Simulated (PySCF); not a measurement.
# Eu2OCl2: other functionals and bases at one geometry

How far do other levels of theory move the description of Eu2OCl2, and what does each cost? The species was built from a template and needn't be a known compound.

Computed with PySCF 2.14.0. Level: several levels, as the steps say, no spin–orbit coupling.

4 further runs of the same task are left out: 2 for a known fault of the program, 2 that didn't finish.

## Step 1: The starting structure

5 atoms, charge 0, spin multiplicity 1.

Bond lengths: Eu1–O3 2.192 Å, Eu1–Cl4 2.728 Å, Eu2–O3 2.192 Å, Eu2–Cl5 2.728 Å. Angles: O3–Eu1–Cl4 180.0°, O3–Eu2–Cl5 180.0°, Eu1–O3–Eu2 180.0°.

Geometry (Å):

| atom | x (Å) | y (Å) | z (Å) |
| --- | --- | --- | --- |
| Eu1 | 0.00000 | 0.00000 | 2.19162 |
| Eu2 | 0.00000 | 0.00000 | -2.19162 |
| O3 | 0.00000 | 0.00000 | 0.00000 |
| Cl4 | 0.00000 | 0.00000 | 4.91925 |
| Cl5 | 0.00000 | 0.00000 | -4.91925 |

Formal oxidation states: Eu +2. Each metal's 7 4f electrons lie in its core potential, so multiplicities, spins and levels count the valence alone. An earlier session relaxed this geometry at r2SCAN, Eu lcecp-0-SVP with ECP53, O def2-SVP, Cl def2-SVP (singlet, point group D∞h).

At r2SCAN on the finer grid: E = -1054.213238 Eh, frontier levels not given, since the 4f levels lie in the core, Mulliken charge on Eu1 +0.83 e, largest force component 0.015 eV/Å. 

Levels to run: TPSSh; PBE; TPSS; BLYP; r2SCAN, TZVP. Hardware: 2 threads of Arm Neoverse V1, shared host.

## Step 2: TPSSh

File run.py (the lines that set the calculation):

```python
mol = gto.M(atom='''
Eu     0.00000     0.00000     2.19162
Eu     0.00000     0.00000    -2.19162
O      0.00000     0.00000     0.00000
Cl     0.00000     0.00000     4.91925
Cl     0.00000     0.00000    -4.91925''',
    basis={'Eu': 'lcecp-0-SVP', 'O': 'def2-SVP', 'Cl': 'def2-SVP'},
    ecp={'Eu': 'lcecp-0-SVP'},
    charge=0, spin=0)
mf = dft.RKS(mol, xc='TPSSH')
mf.grids.atom_grid = (75, 302)  # f atoms: unpruned, at least (60, 302)
mf = mf.density_fit()  # fitting sets: Eu AutoAux, O def2-universal-JKFIT, Cl def2-universal-JKFIT
mf.conv_tol = 1e-08; mf.max_cycle = 55
mf.kernel(dm0)  # dm0: the density of the relaxed state
```

Launch:

```bash
> OMP_NUM_THREADS=2 python run.py
```

## Step 3: PBE

Edit run.py (the lines that set the calculation) of step 2 so:

```diff
@@ -9,3 +9,3 @@
     charge=0, spin=0)
-mf = dft.RKS(mol, xc='TPSSH')
+mf = dft.RKS(mol, xc='PBE')
 mf.grids.atom_grid = (75, 302)  # f atoms: unpruned, at least (60, 302)
```

## Step 4: TPSS

Edit run.py (the lines that set the calculation) of step 3 so:

```diff
@@ -9,3 +9,3 @@
     charge=0, spin=0)
-mf = dft.RKS(mol, xc='PBE')
+mf = dft.RKS(mol, xc='TPSS')
 mf.grids.atom_grid = (75, 302)  # f atoms: unpruned, at least (60, 302)
```

## Step 5: BLYP

Edit run.py (the lines that set the calculation) of step 4 so:

```diff
@@ -9,3 +9,3 @@
     charge=0, spin=0)
-mf = dft.RKS(mol, xc='TPSS')
+mf = dft.RKS(mol, xc='BLYP')
 mf.grids.atom_grid = (75, 302)  # f atoms: unpruned, at least (60, 302)
```

## Step 6: r2SCAN, TZVP

Basis: Eu lcecp-0-TZVP with ECP53, O def2-TZVP, Cl def2-TZVP. 

File run.py (the lines that set the calculation):

```python
mol = gto.M(atom='''
Eu     0.00000     0.00000     2.19162
Eu     0.00000     0.00000    -2.19162
O      0.00000     0.00000     0.00000
Cl     0.00000     0.00000     4.91925
Cl     0.00000     0.00000    -4.91925''',
    basis={'Eu': 'lcecp-0-TZVP', 'O': 'def2-TZVP', 'Cl': 'def2-TZVP'},
    ecp={'Eu': 'lcecp-0-TZVP'},
    charge=0, spin=0)
mf = dft.RKS(mol, xc='R2SCAN')
mf.grids.atom_grid = (75, 302)  # f atoms: unpruned, at least (60, 302)
mf = mf.density_fit()  # fitting sets: Eu AutoAux, O def2-universal-JKFIT, Cl def2-universal-JKFIT
mf.conv_tol = 1e-08; mf.max_cycle = 55
mf.kernel(dm0)  # dm0: free metal ions and neutral atoms
```

Before running it: what results should come out? Wanted: for each run, charge on Eu1; dipole; largest force.

The runs gave:

| level | state | charge on Eu1 (e) | dipole (D) | largest force (eV/Å) | basis functions | time |
| --- | --- | --- | --- | --- | --- | --- |
| r2SCAN (relaxed here) | singlet | 0.83 | 0.00 | 0.02 | 112 | 28 s |
| TPSSh | singlet | 0.82 | 0.00 | 0.01 | 112 | 9.6 s |
| PBE | singlet | 0.71 | 0.00 | 0.09 | 112 | 8.3 s |
| TPSS | singlet | 0.78 | 0.00 | 0.07 | 112 | 10 s |
| BLYP | singlet | 0.68 | 0.00 | 0.17 | 112 | 7.8 s |
| r2SCAN, TZVP | singlet | 1.17 | 0.00 | 0.11 | 199 | 32 s |

Times are on 2 threads of Arm Neoverse V1, shared host; the first row also made further properties.

The largest leftover force, 0.17 eV/Å with BLYP, stands at a geometry relaxed at another level. The Mulliken charge on Eu spans +0.68 to +1.17 e over the levels. With 4f in the core, its levels are missing from HOMO and gap. Total energies of different levels can't be compared. Spin–orbit coupling is left out throughout.
